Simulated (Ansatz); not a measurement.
# HfHCl (triplet): from Hartree-Fock to the top rungs, def2-QZVPP

An exercise on one series of results from a longer session: the logs are not shown, and one member is left open.

The runs use Ansatz 0.2.0, Gaussian basis; def2-QZVPP, core rule «outside noble gas», up to 9 orbitals frozen.

The runs, in order: UHF; ROHF; CCSD(T) on UHF.

2 further runs of the same task are left out: 2 set aside as unsound or not needed.

### What is computed

The geometry is a PBE0/def2-TZVP stationary point (not a proven minimum). No spin-orbit coupling is included. Elements past krypton take def2 core potentials.

3 atoms, charge 0, spin multiplicity 3.

Atoms are counted from 1 here; the program's logs count them from 0.

Bond lengths: Hf1–Cl2 2.375 Å, Hf1–H3 1.924 Å. Angles: Cl2–Hf1–H3 180.0°.

Set-up of the first run:

File in.yaml:

```yaml
crystal:
  periodic: [false, false, false]
  atoms:
    - {symbol: Hf, position_ang: [0.000000, 0.000000, 0.150300]}
    - {symbol: Cl, position_ang: [0.000000, 0.000000, -2.224700]}
    - {symbol: H, position_ang: [0.000000, 0.000000, 2.074400]}
basis:
  gaussian: {orbitals: "def2-QZVPP.json"}
magnetization: {spin_polarized: true, initial_magnetization: 2}
hamiltonian: {xc: hf}
output: {orbitals: {seedname: orbitals}}
```

On the command line:

```console
ansatz run in.yaml --threads 1 --pin off --events-out ev --progress --plain --max-ram 4096MiB --backend cpu
```

Among the steps run: UHF; ROHF; CCSD(T) on UHF.

One of the session's tables, all rows but one given; the rest of the session is left out.

It belongs to the step «Misses and costs». 

| method | from UCCSD(T) (meV) |
| --- | --- |
| ROHF | +8775.8 |
| UHF | ? |
| UMP2 | +1045.8 |
| UCCSD | +372.6 |
| UCCSD(T) | 0 |

Estimate the missing values for UHF.

As computed: from UCCSD(T) (meV): +8664.9. In the column «from UCCSD(T) (meV)» it lies between UMP2 (+1045.8) and ROHF (+8775.8).
